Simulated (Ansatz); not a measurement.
**C₂H₆BCl: up Jacob's ladder to CCSD(T)**

An exercise on one series of results from a longer session: the logs are not shown, and one member is left open.

Program: Ansatz 0.2.0, Gaussian basis. Level of theory: functionals in def2-TZVPP, the program's frozen cores in correlated methods. These are calculated values, not measurements.

Plan: LDA (SPW92), PBE-D4, revPBE-D4, BLYP-D4, r2SCAN-D4, B97M-V, PBE0-D4, B3LYP-D4, r2SCANh-D4, r2SCAN0-D4, HSE06-D4, BHLYP-D4, CAM-B3LYP-D4, LC-ωPBE, ωB97X-V, ωB97M-V, B2PLYP, PBE-QIDH; CCSD(T)/def2-SVP; CCSD(T)/def2-TZVPP; MP2/def2-QZVPP; extrapolation to the limit; RPA on PBE.

**The geometry**

All runs share one geometry, relaxed beforehand with PBE0-D4 in a triple-zeta def2 set.

SMILES `BC(C)Cl`, 10 atoms, charge 0, spin multiplicity 1.

Atoms are counted from 1 here; the program's logs count them from 0.

Bond lengths: B1–C2 1.558 Å, B1–H5 1.193 Å, B1–H6 1.195 Å, C2–C3 1.496 Å, C2–Cl4 1.862 Å, C2–H7 1.088 Å, C3–H8 1.092 Å, C3–H9 1.091 Å, C3–H10 1.095 Å. Angles: C2–B1–H5 119.8°, C2–B1–H6 118.3°, H5–B1–H6 121.6°, B1–C2–C3 123.3°, B1–C2–Cl4 76.4°, B1–C2–H7 117.9°, C3–C2–Cl4 111.5°, C3–C2–H7 113.9°, Cl4–C2–H7 104.4°, C2–C3–H8 112.7°, C2–C3–H9 111.2°, C2–C3–H10 107.7°, H8–C3–H9 109.3°, H8–C3–H10 107.8°, H9–C3–H10 107.9°.

Set-up of the first run:

File in.yaml:

```yaml
crystal:
  periodic: [false, false, false]
  atoms:
    - {symbol: B, position_ang: [-0.673936, 1.213499, -0.397935]}
    - {symbol: C, position_ang: [0.103537, -0.133742, -0.485382]}
    - {symbol: C, position_ang: [0.763016, -0.779468, 0.692403]}
    - {symbol: Cl, position_ang: [-1.680141, -0.647950, -0.636714]}
    - {symbol: H, position_ang: [-0.868727, 1.851687, -1.387150]}
    - {symbol: H, position_ang: [-0.962299, 1.631845, 0.683726]}
    - {symbol: H, position_ang: [0.544957, -0.406191, -1.441829]}
    - {symbol: H, position_ang: [0.850166, -1.862653, 0.584928]}
    - {symbol: H, position_ang: [0.231885, -0.550097, 1.616940]}
    - {symbol: H, position_ang: [1.774641, -0.368130, 0.774112]}
basis:
  gaussian: {orbitals: def2-TZVPP}
hamiltonian: {xc: lda}
output: {orbitals: {seedname: orbitals}}
```

Started as:

```console
> ansatz run in.yaml --threads 2 --pin off --events-out ev --progress --plain --max-ram 4352MiB
```

Among the steps run: LDA; PBE-D4 (GGA); revPBE-D4 (GGA); BLYP-D4 (GGA); r2SCAN-D4 (meta-GGA); B97M-V (meta-GGA); PBE0-D4 (hybrid); B3LYP-D4 (hybrid); r2SCANh-D4 (hybrid); r2SCAN0-D4 (hybrid); HSE06-D4 (hybrid); BHLYP-D4 (hybrid); CAM-B3LYP-D4 (range-separated); LC-ωPBE (range-separated); ωB97X-V (range-separated); ωB97M-V (range-separated); B2PLYP (double hybrid); PBE-QIDH (double hybrid).

One of the session's tables, all rows but one given; the rest of the session is left out.

It belongs to the step «Frontier levels by functional». 

```
  functional  HOMO (eV)  gap (eV)
 LDA (SPW92)      -7.45      5.78
      PBE-D4      -7.36      5.93
   revPBE-D4      -7.32      5.99
     BLYP-D4          ?         ?
   r2SCAN-D4      -7.66      6.57
      B97M-V      -7.77      6.65
     PBE0-D4      -8.71      8.34
    B3LYP-D4      -8.49      7.86
  r2SCANh-D4      -8.15      7.44
  r2SCAN0-D4      -8.89      8.73
    HSE06-D4      -8.30      7.55
    BHLYP-D4      -9.94     10.59
CAM-B3LYP-D4     -10.10     10.80
     LC-ωPBE     -11.46     13.39
     ωB97X-V     -11.11     12.90
     ωB97M-V     -10.97     12.48
```

Estimate the missing values for BLYP-D4.

Worked estimate for «HOMO (eV)». Against the share of exact exchange, B3LYP-D4 (0.2, -8.49), BHLYP-D4 (0.5, -9.94) give a slope of -4.83 per unit share; at 0 the line stands at -7.52.

As computed: HOMO (eV): -7.26; gap (eV): 5.94. In «HOMO (eV)» the line misses by -0.26.
